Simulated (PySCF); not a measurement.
# C2H6Se: the cost of one run

Program: PySCF 2.14.0. Level of theory: levels as typed in each script, gas phase, geometry from GFN2-xTB. These are calculated values, not measurements.

## 1. The system as given

SMILES `C[Se]C`, 9 atoms, charge 0, spin multiplicity 1.

Bond lengths: C1–Se2 1.953 Å, C1–H4 1.087 Å, C1–H5 1.086 Å, C1–H6 1.087 Å, Se2–C3 1.953 Å, C3–H7 1.086 Å, C3–H8 1.087 Å, C3–H9 1.087 Å. Angles: Se2–C1–H4 109.2°, Se2–C1–H5 107.7°, Se2–C1–H6 109.2°, H4–C1–H5 110.2°, H4–C1–H6 110.6°, H5–C1–H6 109.9°, C1–Se2–C3 96.9°, Se2–C3–H7 107.7°, Se2–C3–H8 109.2°, Se2–C3–H9 109.2°, H7–C3–H8 109.9°, H7–C3–H9 110.2°, H8–C3–H9 110.6°.

Geometry (Å):

| atom | x (Å) | y (Å) | z (Å) |
| --- | --- | --- | --- |
| C1 | 1.46098 | 0.82107 | 0.00043 |
| Se2 | -0.00001 | -0.47441 | 0.00000 |
| C3 | -1.46097 | 0.82109 | -0.00043 |
| H4 | 1.39334 | 1.43658 | 0.89440 |
| H5 | 2.39412 | 0.26528 | -0.00186 |
| H6 | 1.39392 | 1.43653 | -0.89358 |
| H7 | -2.39411 | 0.26531 | 0.00186 |
| H8 | -1.39381 | 1.43664 | 0.89357 |
| H9 | -1.39332 | 1.43659 | -0.89441 |

## 2. Density, bond paths and surface potential (PBE/def2-tzvp)

input.py

```python
import numpy as np
from pyscf import gto, scf, dft
from pyscf.scf import atom_ks, atom_hf
from scipy.linalg import block_diag

def solve(mol, dm0=None, hcore=None):
    mf = (dft.UKS if mol.spin else dft.RKS)(mol, xc='pbe')
    mf.grids.level = 3
    mf = mf.density_fit(auxbasis='def2-universal-jkfit')
    mf.conv_tol, mf.max_cycle = 1e-8, 80
    if hcore is not None:
        mf.get_hcore = lambda *args: hcore
    mf.kernel(dm0)
    if not mf.converged:
        mf = mf.newton().run(mf.mo_coeff, mf.mo_occ, max_cycle=30)
    assert mf.converged, 'SCF not converged'
    return mf

mol = gto.M(atom='''
C      1.46098     0.82107     0.00043
Se    -0.00001    -0.47441     0.00000
C     -1.46097     0.82109    -0.00043
H      1.39334     1.43658     0.89440
H      2.39412     0.26528    -0.00186
H      1.39392     1.43653    -0.89358
H     -2.39411     0.26531     0.00186
H     -1.39381     1.43664     0.89357
H     -1.39332     1.43659    -0.89441
''', basis='def2-tzvp', charge=0, spin=0, verbose=4)
mf = solve(mol)
mf.analyze()
# spherically averaged free atoms, for the promolecule
atm = atom_ks.get_atm_nrks(mol, xc='pbe')
pro = block_diag(*[(atm[a[0]][2] * atm[a[0]][3]) @ atm[a[0]][2].T for a in mol._atom])
np.savez('result.npz', e=mf.e_tot, c=mf.mo_coeff, occ=mf.mo_occ, eps=mf.mo_energy, pro=pro, dip=mf.dip_moment(verbose=0), s2=mf.spin_square()[0])
```

Launch:

```console
$ OMP_NUM_THREADS=1 python input.py
```

What time and memory should one allow on 1 thread of Intel Xeon Platinum 8488C (Sapphire Rapids), shared host?

About 13 s, with a peak of 0.52 GiB.
